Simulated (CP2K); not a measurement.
Runs of CP2K 2026.2 on Sn3Se. Symmetry: Pm-3m, No. 221, cubic system. The conventional cell has a = 4.742 Å, b = 4.742 Å, c = 4.742 Å, α = 90.00°, β = 90.00°, γ = 90.00°. Sn (site symmetry 4/mmm) is surrounded by 8 Sn at 3.35 Å and 4 Se at 3.35 Å. Se (site symmetry m-3m) is surrounded by 12 Sn at 3.35 Å. The cell comes from a database or a generator and needn't be the stable form of this composition.

```csv
level,potentials or basis,smearing,EPS_DEFAULT,NGRIDS,points a segment of the path (NPOINTS),bands added on the path,CUTOFF of the grids,gap on the mesh (eV),pressure (GPa)
r2SCAN,"POTENTIAL_UZH Sn GTH-SCAN-q4, Se GTH-SCAN-q6; TZVP-MOLOPT-SCAN-GTH basis",fermi-dirac 0.05 eV,1.0E-10,5,8,6,675 Ry,none,-2.7
PBE,"POTENTIAL_UZH Sn GTH-PBE-q4, Se GTH-PBE-q6; TZVP-MOLOPT-PBE-GTH basis",fermi-dirac 0.01 eV,1.0E-9,4,10,2,450 Ry,none,1.4
PBEsol,"POTENTIAL_UZH Sn GTH-PBE-q4, Se GTH-PBE-q6; TZVP-MOLOPT-PBE-GTH basis",fermi-dirac 0.05 eV,1.0E-10,4,10,2,450 Ry,none,0.1
LDA,"GTH_POTENTIALS Sn GTH-PADE-q4, Se GTH-PADE-q6; TZVP-MOLOPT-PBE-GTH basis",fermi-dirac 0.05 eV,1.0E-9,5,6,6,450 Ry,none,(a)
```

Alike in all rows: task band structure; no spin polarisation; cell as given; k mesh 6 × 6 × 6.

Task: Fill in the values left out.

Result: (a) -3.4.

Caveats: spin-orbit coupling is left out, which moves the levels of the heavy elements; the basis of atomic orbitals isn't converged, which shifts pressures, moduli and gaps; the potentials were made for another functional, which shifts forces and pressure (some runs).

A k mesh can miss the band edges, and the runs leave out spin-orbit coupling on Se, Sn.

A gap of «none» marks a metal or a gap under the smearing width.
